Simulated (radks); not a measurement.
**Zn⁴⁺ in [Ne] 3s2 3p5 3d8 4p1: an all-electron calculation**

An exercise on one series of results from a longer session: the logs are not shown, and one member is left open.

Program: radks (a radial shooting solver on a logarithmic mesh, Libxc functionals) version 1. Level of theory: scalar-relativistic Kohn-Sham, PBE, spin-polarised, spherical densities, point nucleus; open shells are filled with parallel spins first. These are calculated values, not measurements, unless marked.

## What is computed

* element: zinc (Z = 30)
* charge: +4
* electrons: 26
* configuration: [Ne] 3s2 3p5 3d8 4p1

Outer shells as boxes (Hund's rule):

Zn⁴⁺
```
[Ne] core
3s [↑↓]
3p [↑↓][↑↓][↑ ]
3d [↑↓][↑↓][↑↓][↑ ][↑ ]
4p [↑ ][  ][  ]
```

The first run:

Settings of this run:

```text
Z 30
configuration [Ne] 3s2 3p5 3d8 4p1
relativity scalar-relativistic
functional pbe,pbe
spin polarised
nucleus point
c 137.035999084
```

On the command line:

```
$ python run_ks.py task.json out
```

The same process makes all the runs of this session.

One table of the session follows, with a row left open; its other results are not shown here.

It belongs to the step «Radial structure». From the orbitals of this run (lengths in bohr):

```
  level      <r>  outermost maximum (interpolated)  90 % within  nodes
  1s up  0.05031                            0.0329       0.0899      0
1s down        ?                                 ?            ?      ?
  2s up   0.2262                             0.189        0.350      1
2s down   0.2260                             0.189        0.350      1
  2p up   0.1982                             0.152        0.324      0
2p down   0.1981                             0.152        0.324      0
  3s up   0.6648                             0.583        0.990      2
3s down   0.6671                             0.584        0.994      2
  3p up   0.6856                             0.584         1.05      1
3p down   0.6890                             0.585         1.05      1
  3d up   0.7364                             0.540         1.21      0
3d down   0.7451                             0.543         1.23      0
  4p up    1.996                              1.79         2.91      2
4p down    2.001                              1.80         2.91      2
```

Estimate the missing values for 1s down.

The run gave: <r>: 0.05030; outermost maximum (interpolated): 0.0329; 90 % within: 0.0899; nodes: 0. In the column «<r>» it is the lowest.
